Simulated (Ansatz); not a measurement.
Runs of Ansatz 0.2.0 on LiBe. The structure is cubic, space group Pm-3m (No. 221). Conventional cell: a = 2.811 Å, b = 2.811 Å, c = 2.811 Å, α = 90.00°, β = 90.00°, γ = 90.00°. Be (site symmetry m-3m) has 8 Li at 2.43 Å as nearest neighbours. Li (site symmetry m-3m) is surrounded by 8 Be at 2.43 Å. The cell comes from a database or a generator and needn't be the stable form of this composition.

```tsv
task	level	k mesh	cutoff (eV)	smearing	basis error allowed	mesh quality	gap on the mesh (eV)	pressure (GPa)
single point	LDA	9 × 9 × 9	118	gaussian 0.02 eV	0.001 eV/atom	not flagged	none	-2.6
phonons	PBEsol	7 × 7 × 7	129	methfessel-paxton 0.2 eV	0.001 eV/atom	coarse	none	-
single point	RPBE	9 × 9 × 9	117	gaussian 0.1 eV	0.001 eV/atom	not flagged	none	2.2
single point	PBE	5 × 5 × 5	93	fermi-dirac 0.04 eV	0.003 eV/atom	coarse	none	(a)
single point	RPBE	9 × 9 × 9	117	gaussian 0.02 eV	0.001 eV/atom	not flagged	none	2.2
band structure	RPBE	9 × 9 × 9	117	methfessel-paxton 0.1 eV	0.001 eV/atom	not flagged	-	2.2
```

Alike in all rows: potentials or basis all-electron LAPW, scalar-relativistic; no spin polarisation; cell as given.

Fill in the values left out.

(a) 1.1.

Caveats: some runs use coarse meshes; the k mesh is thin for a metal, which can move the energy by tens of meV per atom (some runs); a metal's response needs a denser mesh (some runs).

A k mesh can miss the band edges.

A gap of «none» marks a metal or a gap under the smearing width.

Not every run made on this cell is shown here.
